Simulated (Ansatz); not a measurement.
# BrClH4OSi: the cost of one run

Method: RKS PBE0/def2-SVP, in Ansatz 0.2.0.

## 1. Starting point

Bond lengths: Si1–Br2 2.704 Å, Si1–H3 1.449 Å, Si1–H4 1.444 Å, Si1–Cl5 2.042 Å, Si1–O7 2.066 Å, O7–H8 0.958 Å. Angles: Br2–Si1–H3 82.1°, Br2–Si1–H4 82.2°, Br2–Si1–Cl5 167.7°, Br2–Si1–O7 74.9°, H3–Si1–H4 141.2°, H3–Si1–Cl5 100.9°, H3–Si1–O7 106.6°, H4–Si1–Cl5 101.9°, H4–Si1–O7 103.1°, Cl5–Si1–O7 92.8°, Si1–O7–H8 114.9°.

As a file:

```xyz
8

Si   -0.2904   -0.2568   -0.7742
Br    2.0732   -1.1011    0.2319
H     0.5745    0.6141   -1.5434
H    -0.6306   -1.6510   -0.6159
Cl   -2.1141    0.5834   -1.1473
H     0.8995   -0.0237    1.4235
O    -0.2545    0.4406    1.1697
H    -0.2577    1.3944    1.2556
```

## 2. A restrained relaxation towards end A

Springs on the bonds that form and break draw the guess towards this end; the thresholds are loose.

File input.yaml:

```yaml
crystal:
  periodic: [false, false, false]
  atoms:
    - { symbol: Si, position_ang: [-0.2904, -0.2568, -0.7742] }
    - { symbol: Br, position_ang: [2.0732, -1.1011, 0.2319] }
    - { symbol: H, position_ang: [0.5745, 0.6141, -1.5434] }
    - { symbol: H, position_ang: [-0.6306, -1.651, -0.6159] }
    - { symbol: Cl, position_ang: [-2.1141, 0.5834, -1.1473] }
    - { symbol: H, position_ang: [0.8995, -0.0237, 1.4235] }
    - { symbol: O, position_ang: [-0.2545, 0.4406, 1.1697] }
    - { symbol: H, position_ang: [-0.2577, 1.3944, 1.2556] }
basis:
  gaussian: { orbitals: def2-SVP }
hamiltonian:
  xc: pbe0
relax:
  f_tol: 0.15
  max_steps: 25
  restrain:
    - { distance: [0, 6], at: 3.07, k: 30.0 }
    - { distance: [5, 1], at: 2.81, k: 30.0 }
    - { distance: [0, 1], at: 2.31, k: 30.0 }
    - { distance: [5, 6], at: 0.97, k: 30.0 }
```

Run with:

```console
$ ansatz run input.yaml --threads 2 --pin off --max-ram 3072MiB --backend cpu --events-out ev --progress --plain --runs-dir out
```

Q: Estimate wall time and peak memory on 2 threads of Arm Neoverse V1, shared host.

About 45 s, with a peak of 0.23 GiB.
